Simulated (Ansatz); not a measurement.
# CH6B2O (SMILES BB(C)O): RPA@PBE0/def2-SVP

What is the vertical singlet–triplet gap of CH6B2O at RPA@PBE0/def2-SVP? 

The calculation is run with Ansatz 0.2.0.

69 further runs of the same task are left out: 69 set aside as unsound or not needed.

### 1 The structure to begin with

The species is CH6B2O (10 atoms), meant as a singlet with charge 0. As SMILES, `BB(C)O`. The coordinates come from a PBE0-D4/def2-TZVP relaxation. This is one conformer, not always the lowest.

Bond lengths: B1–B2 1.681 Å, B2–C3 1.575 Å, B2–O4 1.367 Å, B1–H5 1.201 Å, B1–H6 1.200 Å, C3–H7 1.093 Å, C3–H8 1.094 Å, C3–H9 1.097 Å, O4–H10 0.959 Å. Some angles: B1–B2–C3 118.7°, B1–B2–O4 125.5°, C3–B2–O4 115.8°, B2–B1–H5 121.9°, B2–B1–H6 122.5°, B2–C3–H7 113.8°, B2–C3–H8 111.5°, B2–C3–H9 108.5°, B2–O4–H10 114.4°, H5–B1–H6 115.4°.

### 2 A single-point energy at RPA@PBE0/def2-SVP

The input, in.yaml:

```yaml
crystal:
  periodic: [false, false, false]
  atoms:
    - {symbol: B, position_ang: [-1.157400, 0.826800, -0.622100]}
    - {symbol: B, position_ang: [0.289400, 0.045900, -0.271000]}
    - {symbol: C, position_ang: [0.377300, -0.834700, 1.032200]}
    - {symbol: O, position_ang: [1.432600, 0.117800, -1.017900]}
    - {symbol: H, position_ang: [-2.010400, 0.312100, -1.292200]}
    - {symbol: H, position_ang: [-1.440400, 1.898900, -0.162200]}
    - {symbol: H, position_ang: [-0.546500, -1.371000, 1.265900]}
    - {symbol: H, position_ang: [1.200400, -1.552500, 0.975700]}
    - {symbol: H, position_ang: [0.572700, -0.174500, 1.886700]}
    - {symbol: H, position_ang: [1.365300, 0.679800, -1.792300]}
basis:
  gaussian:
    orbitals: def2-SVP
hamiltonian:
  xc: {name: PBE0}
correlation:
  method: rpa
  frozen_orbitals: {B: 1, C: 1, H: 0, O: 1}
accuracy: high
```

Started as:

```console
ansatz run in.yaml --threads 1 --pin off --max-ram 3480MiB --events-out events.jsonl --progress --plain --runs-dir runs
```

Standard output:

```text
Warning: RAYON_NUM_THREADS=1 ignored (pool sized by the plan → 1); use --threads N
Functional definition: PBE0
  name "PBE0"
  parameter a = 0.25
  parameter kappa = 0.804
  parameter beta = 0.06672455060314922
  exchange = (1 - a)*pbe_x(kappa = kappa, mu = beta*pi^2/3) + a*exact_x
  correlation = pbe_c(beta = beta)
2073 factors; integrals over basis functions are off by at most 3.2e-9 eV
mean field evaluation 1: about -4519.6186 eV, gradient 5.3e1 eV
mean field evaluation 2: about -4519.6171 eV, gradient 5.3e1 eV
mean field evaluation 4: about -4525.5912 eV, gradient 1.0e1 eV
mean field evaluation 8: about -4525.8089 eV, gradient 5.6e-1 eV
mean field evaluation 16: about -4525.8099 eV, gradient 3.0e-5 eV
mean field -4525.80993228 eV, -166.3204473070 hartree, gradient 4.5e-8 eV, S^2 0.000000; 0 other end points of the search recorded, 0 dependent functions left out
4 core orbitals not correlated: weight in the atoms' cores, before any rotation towards them, 1.000 or more for the frozen orbitals, at most 0.000 for the correlated occupied ones
reference -4502.74279602 eV, -165.4727456849 hartree; 11, 11 occupied and 71, 71 virtual orbitals, 2073 factors
Total energy: -4523.41073625 eV, -166.2322784794 hartree
```

Wall time 11 s (1 thread of Arm Neoverse V2, shared host); peak memory 0.34 GiB.

### 3 The triplet

The input, run.yaml:

```yaml
crystal:
  periodic: [false, false, false]
  atoms:
    - {symbol: B, position_ang: [-1.157400, 0.826800, -0.622100]}
    - {symbol: B, position_ang: [0.289400, 0.045900, -0.271000]}
    - {symbol: C, position_ang: [0.377300, -0.834700, 1.032200]}
    - {symbol: O, position_ang: [1.432600, 0.117800, -1.017900]}
    - {symbol: H, position_ang: [-2.010400, 0.312100, -1.292200]}
    - {symbol: H, position_ang: [-1.440400, 1.898900, -0.162200]}
    - {symbol: H, position_ang: [-0.546500, -1.371000, 1.265900]}
    - {symbol: H, position_ang: [1.200400, -1.552500, 0.975700]}
    - {symbol: H, position_ang: [0.572700, -0.174500, 1.886700]}
    - {symbol: H, position_ang: [1.365300, 0.679800, -1.792300]}
basis:
  gaussian: {orbitals: def2-SVP}
magnetization: {spin_polarized: true, initial_magnetization: 2}
hamiltonian: {xc: {name: PBE0}}
correlation: {method: rpa, frozen_orbitals: {B: 1, C: 1, H: 0, O: 1}}
accuracy: high
```

Started as:

```console
ansatz run run.yaml --threads 1 --pin off --max-ram 3480MiB --events-out events.jsonl --progress --plain --runs-dir runs
```

Standard output, cut to the lines that bear on the results:

```text
Warning: RAYON_NUM_THREADS=1 ignored (pool sized by the plan → 1); use --threads N
[... 2 set-up lines as earlier in the session ...]
[...]
2073 factors; integrals over basis functions are off by at most 3.2e-9 eV
[...]
mean field -4522.43382912 eV, -166.1963778042 hartree, gradient 2.5e-8 eV, S^2 2.005330; 2 other end points of the search recorded, 0 dependent functions left out
4 core orbitals not correlated: weight in the atoms' cores, before any rotation towards them, 1.000 or more for the frozen orbitals, at most 0.000 for the correlated occupied ones
reference -4498.94295259 eV, -165.3331040147 hartree; 12, 10 occupied and 70, 72 virtual orbitals, 2073 factors
Total energy: -4519.74012271 eV, -166.0973859197 hartree
```

It took 19 s on 1 thread of Arm Neoverse V2, shared host; peak memory 0.42 GiB.

### 4 What came out

At RPA@PBE0/def2-SVP, 4 core orbitals frozen:

| quantity | value |
| --- | --- |
| singlet: total energy | -166.23228 Eh |
| singlet: RPA correlation energy (valence) | -759.5 mEh |
| triplet: total energy | -166.09739 Eh |
| triplet: RPA correlation energy (valence) | -764.3 mEh |
| triplet: ⟨S²⟩ of the reference determinant | 2.005 |
| vertical energy of the triplet above the singlet | 3.671 eV |

**Reading.** At this shape the triplet lies 3.67 eV (354 kJ/mol) above the singlet.
